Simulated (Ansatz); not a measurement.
# Be16N: the cost of one run

Method: DFT PBE, plane waves, PAW, scalar-relativistic, no spin polarisation, in Ansatz 0.2.0.

## 1. Starting point

The cell holds 17 atoms (Be16N): a = 4.580 Å, b = 3.966 Å, c = 7.177 Å, α = 90.00°, β = 90.00°, γ = 90.00°.

The coordinates stand in the first input below.

## 2. Relaxing end A

input.yaml reads:

```yaml
crystal:
  lattice:
    - [-2.29, -3.966396, 0.0]
    - [3.435, -1.983198, 0.0]
    - [0.0, 0.0, 7.17686]
  atoms:
    - { symbol: Be, position: [0.75, 0.5, 0.0] }
    - { symbol: Be, position: [0.5, 0.3333333, 0.25] }
    - { symbol: Be, position: [0.75, 0.5, 0.5] }
    - { symbol: Be, position: [0.5, 0.3333333, 0.75] }
    - { symbol: Be, position: [0.5, 0.0, 0.0] }
    - { symbol: Be, position: [0.25, 0.8333333, 0.25] }
    - { symbol: Be, position: [0.5, 0.0, 0.5] }
    - { symbol: Be, position: [0.25, 0.8333333, 0.75] }
    - { symbol: Be, position: [0.25, 0.5, 0.0] }
    - { symbol: Be, position: [0.0, 0.3333333, 0.25] }
    - { symbol: Be, position: [0.25, 0.5, 0.5] }
    - { symbol: Be, position: [0.0, 0.3333333, 0.75] }
    - { symbol: Be, position: [0.0, 0.0, 0.0] }
    - { symbol: Be, position: [0.75, 0.8333333, 0.25] }
    - { symbol: Be, position: [0.0, 0.0, 0.5] }
    - { symbol: Be, position: [0.75, 0.8333333, 0.75] }
    - { symbol: "N", position: [0.7651206, 0.1646078, 0.6291882] }
basis:
  ecutwfc: 420.0
kpoints:
  mp_grid: { grid: [4, 4, 3] }
hamiltonian:
  xc: pbe
scf:
  occupations: { method: gaussian, width: 0.15 }
  lower_state_search: "off"
relax:
  f_tol: 0.03
  max_steps: 60
  adjacent_minimum: "off"
```

Launch:

```sh
ansatz run input.yaml --threads 1 --pin off --max-ram 3072MiB --backend cpu --events-out ev --progress --plain --runs-dir out
```

What time and memory should one allow on 1 thread of Arm Neoverse V2, shared host?

About 29 s, with a peak of 0.37 GiB.
